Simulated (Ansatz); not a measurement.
**MnO2 (R-3m): equation of state with a fit**

Aim: an equation of state with a fit, for MnO2 (R-3m), run from a script.

Computed with Ansatz 0.2.0 through its Python package. Level of theory: DFT PBEsol+U, plane waves, PAW.

### 1 Starting point

The structure is trigonal, space group R-3m (No. 166). The conventional cell has a = 2.857 Å, b = 2.857 Å, c = 13.752 Å, α = 90.00°, β = 90.00°, γ = 120.00°. Mn (site symmetry -3m) has 6 O at 1.90 Å in its first shell of neighbours. O (site symmetry 3m) has 3 Mn at 1.90 Å in its first shell of neighbours.

The script holds or builds the structure itself.

### 2 The script

Contents of eos_mno2.py:

```python
# -*- coding: utf-8 -*-
"""Bulk modulus of MnO2 from an E(V) curve."""

import warnings

import ansatz as az
import numpy as np

vectors0 = np.array([
    [1.42843484, 0.82470724, 4.58393153],
    [-1.42843484, 0.82470724, 4.58393153],
    [0.0, -1.64941448, 4.58393153],
])
sites = [
    ("Mn", (0.0, 0.0, 0.0), 4),
    ("O", (0.26436449, 0.26436449, 0.26436449), 0.0),
    ("O", (0.73563551, 0.73563551, 0.73563551), 0.0),
]


def make_crystal(cell):
    crystal = az.Crystal(lattice=az.Lattice.of(cell))
    for symbol, position, moment in sites:
        crystal = crystal.atom(symbol, position, moment=moment or None)
    return crystal


def main():
    warnings.simplefilter("ignore", az.DeckWarning)

    # uniform scaling of the cell
    volumes, energies, pressures = [], [], []
    for scale in np.linspace(0.94, 1.06, 7):
        cell = vectors0 * scale ** (1 / 3)
        setup = make_crystal(cell).calculation()
        setup = setup.spin("collinear")
        setup = setup.hubbard("Mn", "d", u_eff=3.5)
        setup = setup.occupations("fermi_dirac")
        setup = setup.basis(510)
        setup = setup.functional("pbesol")
        setup = setup.kpoints(12, 12, 12).stress()
        r = setup.run().report
        volumes.append(abs(np.linalg.det(cell)) / len(sites))
        energies.append(r["free_energy_ev"] / len(sites))
        pressures.append(np.trace(r["stress_gpa"]) / 3)
        print(f"V = {volumes[-1]:8.4f} A^3/atom  F = {energies[-1]:.5f} eV/atom  P = {pressures[-1]:8.3f} GPa")

    # third-order Birch-Murnaghan: a cubic in V^(-2/3)
    x = np.array(volumes) ** (-2 / 3)
    poly = np.polynomial.Polynomial.fit(x, energies, 3).convert()
    roots = poly.deriv().roots()
    x0 = min((r.real for r in roots if abs(r.imag) < 1e-9 and poly.deriv(2)(r.real) > 0), key=lambda r: abs(r - x.mean()))
    v0 = x0 ** -1.5
    b0 = 4 / 9 * poly.deriv(2)(x0) * v0 ** (-7 / 3) * 160.21766
    b1 = 4 + 2 / 3 * x0 * poly.deriv(3)(x0) / poly.deriv(2)(x0)
    print(f"V0 = {v0:.4f} A^3/atom, B0 = {b0:.1f} GPa, dB/dP = {b1:.2f}")


if __name__ == "__main__":
    main()
```

### 3 The calls as engine input

The package turns the script's settings into the engine's input (first run):

```yaml
crystal:
  lattice:
    - [1.3992749264693356, 0.8078717560611506, 4.490355650091271]
    - [-1.3992749264693356, 0.8078717560611506, 4.490355650091271]
    - [0.0, -1.6157435121223012, 4.490355650091271]
  atoms:
    - { symbol: Mn, position: [0.0, 0.0, 0.0], spin: 4.0 }
    - { symbol: O, position: [0.26436449, 0.26436449, 0.26436449] }
    - { symbol: O, position: [0.73563551, 0.73563551, 0.73563551] }
basis:
  ecutwfc: 510.0
kpoints:
  mp_grid:
    grid: [12, 12, 12]
hamiltonian:
  xc: pbesol
  hubbard:
    - { species: Mn, l: d, u_eff: 3.5 }
magnetization:
  spin_polarized: true
scf:
  occupations:
    method: fermi_dirac
output:
  stress: true
```

### 4 Launch

Launch:

```console
$ python eos_mno2.py
```

**Question.** Estimate the equilibrium volume and the bulk modulus.

**Answer**, as computed:

| quantity | value |
| --- | --- |
| runs compared | 7 |
| range of energy | 38.95 meV/atom |
| lowest point, volume (Å³/atom) | 11.016 |
| equilibrium volume (fit) | 10.96 Å³/atom |
| bulk modulus (fit) | 179 GPa |

In words: A third-order Birch-Murnaghan fit through the 7 points has its minimum at 10.96 Å³ an atom, 1.5 % above the typed cell, with a bulk modulus of 179 GPa and dB/dP = 5.0. From that minimum the energy rises by 39.1 meV an atom on the compressed side and 11.0 meV on the expanded side. Caveats:
- The magnetic order follows from the starting moments and needn't be the lowest.
- Shape and fractional positions are held along the curve, so the bulk modulus is an upper value where they are free to relax.
- With one magnetic atom the cell can hold only ferromagnetic order.
- Pressure is positive in compression.
- This cell is a computed structure, which may not be the phase found in nature.
